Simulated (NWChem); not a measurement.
**MgNH2Br (SMILES [NH2][Mg][Br]): levels of theory compared**

Wanted: a comparison of 5 runs (HF/STO-3G, HF/3-21G, B3LYP/6-31G*, PBE/cc-pVDZ) of MgNH2Br. 

The calculation is run with NWChem 7.3.0.

**1. The structure to begin with**

MgNH2Br: 5 atoms, total charge 0, spin state singlet. SMILES: `[NH2][Mg][Br]`. Geometry: relaxed at PBE0-D4/def2-TZVP.

Bond lengths: N1–Mg2 1.874 Å, Mg2–Br3 2.334 Å, N1–H4 1.009 Å, N1–H5 1.009 Å. Angles: N1–Mg2–Br3 180.0°, Mg2–N1–H4 126.3°, Mg2–N1–H5 126.3°, H4–N1–H5 107.4°.

**2. Energy and gradient at HF/STO-3G (run 1)**

Input file brh2mgn.nw:

```
start brh2mgn
title "BrH2MgN"
memory 2200 mb

geometry noautosym nocenter noautoz
   N       -0.675800       0.563400      -0.396600
   Mg       0.639200      -0.544700       0.347500
   Br       2.277500      -1.925300       1.274200
   H       -0.864100       1.521100      -0.142000
   H       -1.327000       0.311800      -1.124600
end

basis spherical bse
   N library STO-3G
   Mg library STO-3G
   Br library STO-3G
   H library STO-3G
end

scf
   thresh 1e-08
   maxiter 80
   noprint "final vectors analysis"
end

task scf gradient
```

Started as:

```sh
$ nwchem brh2mgn.nw > brh2mgn.out
```

The program printed:

```text
[...]
  functions       =    34
[...]
  wavefunction    = RHF
[...]
         Total SCF energy =  -2796.787751974181
      One-electron energy =  -4258.297376499921
      Two-electron energy =   1291.609556820250
 Nuclear repulsion energy =    169.900067705491
        Time for solution =      1.0s
[...]
                         RHF ENERGY GRADIENTS
    atom               coordinates                        gradient
                 x          y          z           x          y          z
   1 N      -1.277077   1.064672  -0.749465   -0.039866   0.033506  -0.022544
   2 Mg      1.207913  -1.029334   0.656680    0.002931  -0.002463   0.001659
   3 Br      4.303851  -3.638289   2.407889    0.028222  -0.023783   0.015963
   4 H      -1.632912   2.874462  -0.268341    0.001615  -0.010739  -0.003335
   5 H      -2.507666   0.589217  -2.125186    0.007099   0.003480   0.008257
[...]
```

Wall time 2.2 s (1 thread of Intel Xeon 6975P-C (Granite Rapids), shared host); peak memory 0.099 GiB.

**3. Energy and forces at HF/3-21G (run 2)**

Input file run.py:

```python
from ase import Atoms
from ase.calculators.nwchem import NWChem

molecule = Atoms('NMgBrHH', positions=[
    [-0.675800, 0.563400, -0.396600],
    [0.639200, -0.544700, 0.347500],
    [2.277500, -1.925300, 1.274200],
    [-0.864100, 1.521100, -0.142000],
    [-1.327000, 0.311800, -1.124600],
])

calc = NWChem(
    label='brh2mgn',
    theory='scf',
    memory='2200 mb',
    basis='3-21G',
    basispar='spherical bse',
    scf={'nopen': '0', 'rhf': None, 'thresh': '1e-08', 'maxiter': '80'},
)
molecule.calc = calc

forces = molecule.get_forces()
print(f"energy = {molecule.get_potential_energy():.6f} eV")
print("forces (eV/A):")
for s, f in zip(molecule.symbols, forces):
    print(f"{s:2s} {f[0]:10.5f} {f[1]:10.5f} {f[2]:10.5f}")
print("dipole (e A):", molecule.get_dipole_moment().round(4))
```

Started as:

```sh
$ export ASE_NWCHEM_COMMAND="nwchem PREFIX.nwi > PREFIX.nwo"
$ python run.py
```

The program printed:

```text
energy = -76570.755091 eV
forces (eV/A):
N     0.08310   -0.07004    0.05070
Mg   -0.73606    0.62077   -0.41708
Br    0.52579   -0.44310    0.29748
H     0.06109   -0.06237    0.02823
H     0.06603   -0.04525    0.04067
dipole (e A): [-0.4783  0.4026 -0.2699]
```

The calculator wrote brh2mgn.nwi:

```
title "brh2mgn"

permanent_dir brh2mgn

scratch_dir brh2mgn

start brh2mgn

geometry units angstrom nocenter noautosym noautoz
  N  -6.7579999999999996e-01 5.6340000000000001e-01 -3.9660000000000001e-01
  Mg 6.3919999999999999e-01 -5.4469999999999996e-01 3.4749999999999998e-01
  Br 2.2774999999999999e+00 -1.9253000000000000e+00 1.2742000000000000e+00
  H  -8.6409999999999998e-01 1.5210999999999999e+00 -1.4199999999999999e-01
  H  -1.3270000000000000e+00 3.1180000000000002e-01 -1.1246000000000000e+00
end

memory 2200 mb

basis spherical bse noprint
   * library 3-21G
end

scf
  nopen 0
  rhf
  thresh 1e-08
  maxiter 80
end

task scf gradient
```

brh2mgn.nwo:

```text
Northwest Computational Chemistry Package (NWChem) 7.3.0
             --------------------------------------------------------

           Job information
           ---------------

    nwchem branch   = 7.3.0
    use scalapack   = T
    input           = brh2mgn.nwi
    prefix          = brh2mgn.
    data base       = brh2mgn/brh2mgn.db
    status          = startup
    nproc           =        1

           Memory information
           ------------------

    heap     =     72089598 doubles =      550.0 Mbytes
    stack    =     72089595 doubles =      550.0 Mbytes
    global   =    144179200 doubles =     1100.0 Mbytes (distinct from heap & stack)
    total    =    288358393 doubles =     2200.0 Mbytes
    verify   = yes
    hardfail = no

[... 127 lines left out ...]
 Convergence threshold     :          1.000E-08
[... 12 lines left out ...]
       Final RHF  results
[... 3 lines left out ...]
      One-electron energy =  -4264.987390200185
[... 1 line left out ...]
 Nuclear repulsion energy =    169.900067705491
[... 46 lines left out ...]
                       ROHF Final Molecular Orbital Analysis
[... 206 lines left out ...]
    atom               coordinates                        gradient
                 x          y          z           x          y          z
   1 N      -1.277077   1.064672  -0.749465   -0.001616   0.001362  -0.000986
   2 Mg      1.207913  -1.029334   0.656680    0.014314  -0.012072   0.008111
   3 Br      4.303851  -3.638289   2.407889   -0.010225   0.008617  -0.005785
   4 H      -1.632912   2.874462  -0.268341   -0.001188   0.001213  -0.000549
   5 H      -2.507666   0.589217  -2.125186   -0.001284   0.000880  -0.000791

                 ----------------------------------------
                 |  Time  |  1-e(secs)   |  2-e(secs)   |
                 ----------------------------------------
                 |  CPU   |       0.00   |       0.68   |
                 ----------------------------------------
                 |  WALL  |       0.00   |       0.68   |
                 ----------------------------------------

 Task  times  cpu:        2.1s     wall:        2.1s
 Total times  cpu:        2.1s     wall:        2.1s
```

It took 3.3 s on 1 thread of Intel Xeon 6975P-C (Granite Rapids), shared host; peak memory 0.097 GiB.

Runs 3 to 4 aren't shown in full; the table further down has their settings and results.

**4. Energy and gradient at B3LYP/6-31G(d) (Cartesian functions) (run 5)**

Input file struct.nw:

```
echo
start struct
title "BrH2MgN"
memory total 2200 mb
charge 0

geometry noautosym nocenter noautoz
 N    -0.675800    0.563400   -0.396600
 Mg    0.639200   -0.544700    0.347500
 Br    2.277500   -1.925300    1.274200
 H    -0.864100    1.521100   -0.142000
 H    -1.327000    0.311800   -1.124600
end

basis
 * library 6-31G*
end

dft
 xc b3lyp
 grid xfine
 convergence energy 1e-08
 iterations 100
 mulliken
 noprint "final vectors analysis"
end

task dft gradient
```

Started as:

```sh
$ nwchem struct.nw > struct.out
```

The program printed:

```text
[...]
          Wavefunction type:  closed shell.
          No. of atoms     :     5
          No. of electrons :    56
[...]
          Charge           :     0
          Spin multiplicity:     1
[...]
          AO basis - number of functions:    73
[...]
              XC Information
              --------------
                         B3LYP Method XC Potential
                     Hartree-Fock (Exact) Exchange  0.200
                        Slater Exchange Functional  0.800 local
                    Becke 1988 Exchange Functional  0.720 non-local
              Lee-Yang-Parr Correlation Functional  0.810
                  VWN I RPA Correlation Functional  0.190 local
[...]
 d= 0,ls=0.0,diis     1  -2829.9442249656 -3.00D+03  1.72D-02  1.73D+00     1.7
[...]
 d= 0,ls=0.0,diis    11  -2830.0129964081 -2.09D-11  1.20D-07  2.42D-11    13.7
         Total DFT energy =    -2830.012996408074
      One electron energy =    -4277.014822382285
           Coulomb energy =     1392.677972294622
    Exchange-Corr. energy =     -115.576214025902
 Nuclear repulsion energy =      169.900067705491
[...]
      Total Density - Mulliken Population Analysis
     ---------------------------------------------
    Atom       Charge   Shell Charges
 -----------   ------   -------------------------------------------------------
    1 N    7     8.02   1.99  0.76  2.49  0.92  1.84  0.01
    2 Mg  12    11.30   2.00  1.99  5.96  0.53  0.52  0.07  0.13  0.10
    3 Br  35    35.30   2.00  1.99  6.00  1.93  5.99  1.60  3.84  0.35  1.54  7.02  2.95  0.10
    4 H    1     0.69   0.51  0.18
    5 H    1     0.69   0.51  0.18
[...]
  wavefunction    = closed shell
                         DFT ENERGY GRADIENTS
    atom               coordinates                        gradient
                 x          y          z           x          y          z
   1 N      -1.277077   1.064672  -0.749465   -0.001046   0.000838  -0.000610
   2 Mg      1.207913  -1.029334   0.656680    0.000493  -0.000415   0.000279
   3 Br      4.303851  -3.638289   2.407889   -0.003025   0.002548  -0.001711
   4 H      -1.632912   2.874462  -0.268341    0.000523  -0.004753  -0.001649
   5 H      -2.507666   0.589217  -2.125186    0.003055   0.001782   0.003691
[...]
```

Wall time 20 s (1 thread of Intel Xeon 6975P-C (Granite Rapids), shared host); peak memory 0.13 GiB.

**5. Overview of the runs**

```
run                               level  iteration cap  module   energy (Eh)  dipole moment (D)  largest force (eV/Å)  wall time
  1                           HF/STO-3G             80     scf  -2796.787752               2.76                 2.918      2.2 s
  2                            HF/3-21G             80     scf  -2813.923371               3.27                 1.049      3.3 s
  3  B3LYP/6-31G* (spherical functions)            100     dft  -2830.002178                  –                 0.263       16 s
  4                         PBE/cc-pVDZ            100     dft  -2829.669355               2.43                 0.735       72 s
  5  B3LYP/6-31G* (Cartesian functions)            100     dft  -2830.012996               2.63                 0.263       20 s
```

**6. Summary of results**

| quantity | value |
| --- | --- |
| run 5: total energy | -2830.01300 Eh |
| run 5: dipole moment | 2.63 D |
| run 5: largest force on an atom | 0.263 eV/Å |

In words: Over runs 1, 2, 4, 5 the dipole moment (its size) runs from 2.43 D (PBE/cc-pVDZ) to 3.27 D (HF/3-21G). The two ends differ in method and basis. Totals of different functionals can't be ranked against each other. In run 1 the basis is minimal, so the values are rough. All runs together took 1.9 min, the longest 72 s.
